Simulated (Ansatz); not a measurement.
I need vertical energies of changing the electron count of FH5N3V, SMILES [NH]=[V]([NH2])([NH2])[F]. Use the Ansatz DFT code, driven from Python. Use (for the species named): PBE, def2-SVPD basis, multiplicity 1.

Input file `fh5n3v.xyz`:
```text
10

N    -1.40990    0.66400    1.13710
V    -0.51380   -0.12460   -0.22130
N     0.17550   -1.91720    0.44450
N     1.13450    1.08070   -0.78900
F    -1.66300   -0.42740   -1.74790
H    -1.88980    1.64440    0.95640
H     0.81900   -2.31440   -0.30670
H     0.89650   -1.68490    1.24010
H     1.80500    0.96950   -0.01620
H     0.72920    2.05870   -0.69400
```

`run_ip.py`
```python
'''Vertical ionisation energy and electron affinity of FH5N3V.'''

import ansatz as az


def single_point(molecule, charge=0, unpaired=0):
    calc = molecule.calculation().basis(gaussian='def2-SVPD').functional('PBE')
    if charge:
        calc = calc.charge(charge)
    if unpaired:
        calc = calc.spin('collinear', total=unpaired)
    report = calc.run().report
    if report['published_state_doubts']:
        print('  doubts:', report['published_state_doubts'])
    return report['free_energy_ev']


def main() -> None:
    fh5n3v = az.Crystal.molecule_from_extxyz('fh5n3v.xyz')

    # total-energy differences at one geometry
    parent = single_point(fh5n3v, 0, 0)
    cation = single_point(fh5n3v, 1, 1)
    print(f'E(N)   = {parent:.5f} eV')
    print(f'E(N-1) = {cation:.5f} eV  (1 unpaired)')
    print(f'vertical ionisation energy {cation - parent:.3f} eV')
    anion = single_point(fh5n3v, -1, 1)
    print(f'E(N+1) = {anion:.5f} eV  (1 unpaired)')
    print(f'vertical electron affinity {parent - anion:.3f} eV' + ('' if anion < parent else ' (unbound in this basis)'))
    print(f'fundamental gap IP - EA = {cation + anion - 2 * parent:.3f} eV')


if __name__ == '__main__':
    main()
```

`python run_ip.py` gives:
```text
E(N)   = -32935.77392 eV
E(N-1) = -32926.15402 eV  (1 unpaired)
vertical ionisation energy 9.620 eV
E(N+1) = -32937.80110 eV  (1 unpaired)
vertical electron affinity 2.027 eV
fundamental gap IP - EA = 7.593 eV
```

At this unrelaxed geometry removing an electron costs 9.62 eV and adding one releases 2.03 eV.

These settings explore the input space; basis and method may be short of convergence. The geometry is a force-field or estimated start, not a minimum of this method, and the basis set is short of its limit. All parts are taken at fixed geometry, without zero-point energy. At an unrelaxed start these energies can be a whole eV from those at the minimum, and a small affinity can change sign. The expectation value of S² is noticeably off S(S+1) in at least one run, so that state is spin-contaminated. Finished in 2 min on 1 thread of Arm Neoverse V2, with other jobs on the host, peak memory 0.54 GiB.

(Lines on the test bed's own set-up are left out of the output.)
